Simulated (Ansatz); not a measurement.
TiPd3 (distorted cell), a check of forces and pressure against finite differences

Program: Ansatz 0.2.0, Python API.

`fdcheck_tipd3.py`:
```python
import warnings

import ansatz
import numpy as np

XC = "PBEsol"
SMEARING = "fermi_dirac"
CUTOFF = 540
KGRID = (4, 4, 4)
TOLERANCE = 1e-09

vectors0 = np.array([
    [3.84391, -0.02797, 0.04266],
    [-0.02797, 3.85832, 0.02599],
    [0.04266, 0.02599, 3.95589],
])
sites = [
    ("Ti", (0.99435, 0.00137, 0.99825)),
    ("Pd", (0.99639, 0.4975, 0.51366)),
    ("Pd", (0.49964, 0.99598, 0.49653)),
    ("Pd", (0.51071, 0.5031, 0.9963)),
]


def crystal_on(cell):
    crystal = ansatz.Crystal(lattice=ansatz.Lattice.of(cell))
    for symbol, position in sites:
        crystal = crystal.atom(symbol, position)
    return crystal

warnings.simplefilter("ignore", ansatz.DeckWarning)

def solve(crystal):
    return (
        crystal.calculation()
        .functional(XC)
        .occupations(SMEARING)
        .basis(CUTOFF, xc_grid=2)
        .kpoints(*KGRID)
        .scf(tolerance=TOLERANCE)
        .forces()
        .stress()
        .run(threads=1)
    ).report


centre = solve(crystal_on(vectors0))
start = crystal_on(vectors0)
print(f"force on atom 0 along y: analytic {centre['forces_ev_ang'][0][1]:.4f} eV/A")
for h in (0.004, 0.016):
    shift = np.eye(3)[1] * h @ np.linalg.inv(vectors0)
    plus, minus = (solve(start.move(0, to=np.array(sites[0][1]) + sign * shift))["lagrangian_ev"] for sign in (1, -1))
    print(f"  step {h} A: numerical {-(plus - minus) / (2 * h):.4f} eV/A")
volume = abs(np.linalg.det(vectors0))
larger, smaller = (solve(crystal_on(vectors0 * (1 + sign * 0.005) ** (1 / 3)))["lagrangian_ev"] for sign in (1, -1))
numerical = -(larger - smaller) / (0.01 * volume) * 160.21766
print(f"pressure: analytic {np.trace(centre['stress_gpa']) / 3:.3f}, numerical {numerical:.3f} GPa")
```

```console
$ python fdcheck_tipd3.py
force on atom 0 along y: analytic -0.0122 eV/A
  step 0.004 A: numerical -0.0122 eV/A
  step 0.016 A: numerical -0.0122 eV/A
pressure: analytic -1.918, numerical -1.913 GPa
```

The run is spin-unpolarised. The mesh is modest for a metal, so energies can be off by several to tens of meV an atom and pressures by half a GPa or more; differences at equal mesh fare better. The program warned that this SCF threshold is loose for forces or stresses. Pressure is positive in compression. The cell is a database structure, distorted on purpose. The central difference errs as the square of the step, so the shorter step is the fairer test; what remains comes from the finite grid and the SCF threshold. The script silences the warnings on its input, which a real study should read. Timing: 66 s on 1 thread of Arm Neoverse V1 (shared host), peak memory 0.43 GiB.
